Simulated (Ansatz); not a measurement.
**C₂H₆F₃NZr: one species, many methods**

One table from this session's results is given with a row withheld; the runs are named, their logs left out.

Program: Ansatz 0.2.0, Gaussian basis. Level of theory: functionals in def2-TZVPP, the program's frozen cores in correlated methods. These are calculated values, not measurements.

Levels to be run: LDA (SPW92), PBE-D4, revPBE-D4, BLYP-D4, r2SCAN-D4, B97M-V, PBE0-D4, B3LYP-D4, r2SCANh-D4, r2SCAN0-D4, HSE06-D4, BHLYP-D4, CAM-B3LYP-D4, LC-ωPBE, ωB97X-V, ωB97M-V, B2PLYP, PBE-QIDH; CCSD(T)/def2-SVP; CCSD(T)/def2-TZVPP; MP2/def2-QZVPP; extrapolation to the limit; RPA on PBE.

## The relaxed structure

All runs share one geometry, relaxed beforehand with PBE0-D4 in a triple-zeta def2 set. Zr takes the def2 core potential; no spin-orbit term is included.

SMILES `C[N](C)[Zr]([F])([F])[F]`, 13 atoms, charge 0, spin multiplicity 1.

Atoms are counted from 1 here; the program's logs count them from 0.

Bond lengths: C1–N2 1.445 Å, C1–H8 1.098 Å, C1–H9 1.094 Å, C1–H10 1.098 Å, N2–C3 1.445 Å, N2–Zr4 2.005 Å, C3–H11 1.098 Å, C3–H12 1.098 Å, C3–H13 1.094 Å, Zr4–F5 1.911 Å, Zr4–F6 1.911 Å, Zr4–F7 1.916 Å. Angles: N2–C1–H8 111.4°, N2–C1–H9 111.0°, N2–C1–H10 111.2°, H8–C1–H9 107.8°, H8–C1–H10 107.9°, H9–C1–H10 107.4°, C1–N2–C3 113.4°, C1–N2–Zr4 123.3°, C3–N2–Zr4 123.2°, N2–C3–H11 111.2°, N2–C3–H12 111.4°, N2–C3–H13 111.0°, H11–C3–H12 107.9°, H11–C3–H13 107.4°, H12–C3–H13 107.8°, N2–Zr4–F5 107.7°, N2–Zr4–F6 107.7°, N2–Zr4–F7 108.0° and more.

The first run:

Input file in.yaml:

```yaml
crystal:
  periodic: [false, false, false]
  atoms:
    - {symbol: C, position_ang: [-0.368362, -0.127905, 1.491444]}
    - {symbol: N, position_ang: [0.083029, -0.085414, 0.118908]}
    - {symbol: C, position_ang: [1.005951, -1.146865, -0.214256]}
    - {symbol: Zr, position_ang: [-0.585797, 1.249275, -1.219465]}
    - {symbol: F, position_ang: [0.774332, 1.477652, -2.541996]}
    - {symbol: F, position_ang: [-1.069274, 2.834195, -0.267992]}
    - {symbol: F, position_ang: [-2.149249, 0.519836, -2.053046]}
    - {symbol: H, position_ang: [-0.892428, -1.067249, 1.711966]}
    - {symbol: H, position_ang: [-1.055957, 0.696208, 1.703899]}
    - {symbol: H, position_ang: [0.474413, -0.040424, 2.189838]}
    - {symbol: H, position_ang: [1.906241, -1.102074, 0.412754]}
    - {symbol: H, position_ang: [0.547430, -2.134832, -0.075295]}
    - {symbol: H, position_ang: [1.329679, -1.072403, -1.256758]}
basis:
  gaussian: {orbitals: def2-TZVPP}
hamiltonian: {xc: lda}
output: {orbitals: {seedname: orbitals}}
```

Started as:

```console
$ ansatz run in.yaml --threads 2 --pin off --events-out ev --progress --plain --max-ram 32768MiB --backend cuda --devices 0, --max-vram 18GiB
```

Steps of the session up to this table: LDA; PBE-D4 (GGA); revPBE-D4 (GGA); BLYP-D4 (GGA); r2SCAN-D4 (meta-GGA); B97M-V (meta-GGA); B3LYP-D4 (hybrid); r2SCANh-D4 (hybrid); r2SCAN0-D4 (hybrid); HSE06-D4 (hybrid); BHLYP-D4 (hybrid); CAM-B3LYP-D4 (range-separated); LC-ωPBE (range-separated); ωB97X-V (range-separated); ωB97M-V (range-separated); B2PLYP (double hybrid); PBE-QIDH (double hybrid).

One table of the session follows, with a row left open; its other results are not shown here.

| functional | HOMO (eV) | gap (eV) |
| --- | --- | --- |
| LDA (SPW92) | -5.94 | 3.86 |
| PBE-D4 | -5.77 | 3.99 |
| revPBE-D4 | -5.70 | 4.04 |
| BLYP-D4 | -5.67 | 3.99 |
| r2SCAN-D4 | -6.01 | 4.43 |
| B97M-V | -6.10 | 4.53 |
| PBE0-D4 | -7.07 | 6.22 |
| B3LYP-D4 | -6.88 | 5.76 |
| r2SCANh-D4 | -6.50 | 5.26 |
| r2SCAN0-D4 | -7.24 | 6.52 |
| HSE06-D4 | -6.67 | 5.44 |
| BHLYP-D4 | -8.31 | 8.40 |
| CAM-B3LYP-D4 | ? | ? |
| LC-ωPBE | -9.71 | 11.03 |
| ωB97X-V | -9.40 | 10.56 |
| ωB97M-V | -9.32 | 9.94 |

Q: Estimate the row for CAM-B3LYP-D4 from the others.

As computed: HOMO (eV): -8.44; gap (eV): 8.67. In the column «HOMO (eV)» it lies between ωB97M-V (-9.32) and BHLYP-D4 (-8.31).
